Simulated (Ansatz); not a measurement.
**CH2AlOS+ (SMILES [AlH2][C+]1OS1): single points off equilibrium**

Aim: energy, forces and dipole at a structure displaced at random from a GFN2-xTB minimum, from CCSD(T) and from density functionals.

The runs use Ansatz 0.2.0, Gaussian basis; single points in def2-TZVPP.

Correlated methods freeze the cores.

**1. Where the work starts**

SMILES `[AlH2][C+]1OS1`, 6 atoms, charge 1, spin multiplicity 1.

Atoms are counted from 1 here; the program's logs count them from 0.

Bond lengths: Al1–C2 2.060 Å, Al1–H5 1.692 Å, Al1–H6 1.720 Å, C2–O3 1.215 Å, C2–S4 1.871 Å, O3–S4 1.921 Å. Angles: C2–Al1–H5 99.2°, C2–Al1–H6 125.9°, H5–Al1–H6 134.9°, Al1–C2–O3 151.3°, Al1–C2–S4 135.0°, O3–C2–S4 73.6°, C2–O3–S4 69.1°, C2–S4–O3 37.3°.

As a file:

```csv
atom,x (Å),y (Å),z (Å)
Al1,-0.3958,1.2285,-0.1046
C2,0.3896,-0.6358,0.2860
O3,1.0951,-1.3798,0.9370
S4,0.3348,-2.2997,-0.5684
H5,-1.3868,0.8334,-1.4182
H6,-0.0963,2.6579,0.8032
```

**2. CCSD(T)/def2-TZVPP**

Input file run/in.yaml:

```yaml
crystal:
  periodic: [false, false, false]
  atoms:
    - {symbol: Al, position_ang: [-0.395800, 1.228500, -0.104600]}
    - {symbol: C, position_ang: [0.389600, -0.635800, 0.286000]}
    - {symbol: O, position_ang: [1.095100, -1.379800, 0.937000]}
    - {symbol: S, position_ang: [0.334800, -2.299700, -0.568400]}
    - {symbol: H, position_ang: [-1.386800, 0.833400, -1.418200]}
    - {symbol: H, position_ang: [-0.096300, 2.657900, 0.803200]}
basis:
  gaussian: {orbitals: def2-TZVPP}
total_charge: 1
correlation: {method: ccsd_t}
output: {forces: true}
```

The command line of these runs was not kept.

**3. PBE0-D4/def2-TZVPP**

Edit run/in.yaml of step 2 so:

```diff
@@ -12,3 +12,3 @@
 total_charge: 1
-correlation: {method: ccsd_t}
-output: {forces: true}
+hamiltonian: {xc: pbe0, dispersion: d4}
+output: {forces: true, orbitals: {seedname: orbitals}}
```

**4. wB97M-V/def2-TZVPP**

Edit run/in.yaml of step 3 so:

```diff
@@ -12,3 +12,3 @@
 total_charge: 1
-hamiltonian: {xc: pbe0, dispersion: d4}
-output: {forces: true, orbitals: {seedname: orbitals}}
+hamiltonian: {xc: {name: wB97M-V}}
+output: {forces: true}
```

**5. r2SCAN-D4/def2-TZVPP**

Edit run/in.yaml of step 4 so:

```diff
@@ -12,3 +12,3 @@
 total_charge: 1
-hamiltonian: {xc: {name: wB97M-V}}
+hamiltonian: {xc: r2scan, dispersion: d4}
 output: {forces: true}
```

**6. PBE-D4/def2-TZVPP**

Edit run/in.yaml of step 5 so:

```diff
@@ -12,3 +12,3 @@
 total_charge: 1
-hamiltonian: {xc: r2scan, dispersion: d4}
+hamiltonian: {xc: pbe, dispersion: d4}
 output: {forces: true}
```

**7. HSE06-D4/def2-TZVPP**

Edit run/in.yaml of step 6 so:

```diff
@@ -12,3 +12,3 @@
 total_charge: 1
-hamiltonian: {xc: pbe, dispersion: d4}
+hamiltonian: {xc: hse06, dispersion: d4}
 output: {forces: true}
```

**8. LC-wPBE/def2-TZVPP**

Edit run/in.yaml of step 7 so:

```diff
@@ -12,3 +12,3 @@
 total_charge: 1
-hamiltonian: {xc: hse06, dispersion: d4}
+hamiltonian: {xc: {name: LC-wPBE}}
 output: {forces: true}
```

(Steps that only read results are left out.)

**Question.** What will these runs give? Wanted: energy less free atoms, CCSD(T)/def2-TZVPP; RMS force component; RMS force error; HOMO and LUMO, PBE0-D4; T1 diagnostic.

**Answer**, as computed:

| quantity | value |
| --- | --- |
| energy less free atoms, CCSD(T)/def2-TZVPP | -219.7 kcal/mol |
| RMS force component | 1.057 to 1.266 eV/Å over the methods |
| RMS force error | PBE0-D4 0.424, wB97M-V 0.465, r2SCAN-D4 0.188, PBE-D4 0.236, HSE06-D4 0.412, LC-wPBE 0.653 eV/Å |
| HOMO and LUMO, PBE0-D4 | -13.54 and -9.32 eV |
| T1 diagnostic | 0.024 |

**Reading.** Against CCSD(T) the functionals' energies less atoms differ by -36.8 to -2.6 kcal/mol, PBE-D4 by -36.8 kcal/mol. A larger basis would deepen the CCSD(T) value, while the functionals are nearly converged already, so the order here is not reliable. The forces of r2SCAN-D4 come nearest to CCSD(T), those of LC-wPBE are farthest. Frozen-core CCSD(T) forces in triple zeta carry basis errors of their own, and this is one geometry, so small gaps rank nothing. The restricted Hartree–Fock reference is unstable towards an unrestricted one at one or more of these structures.
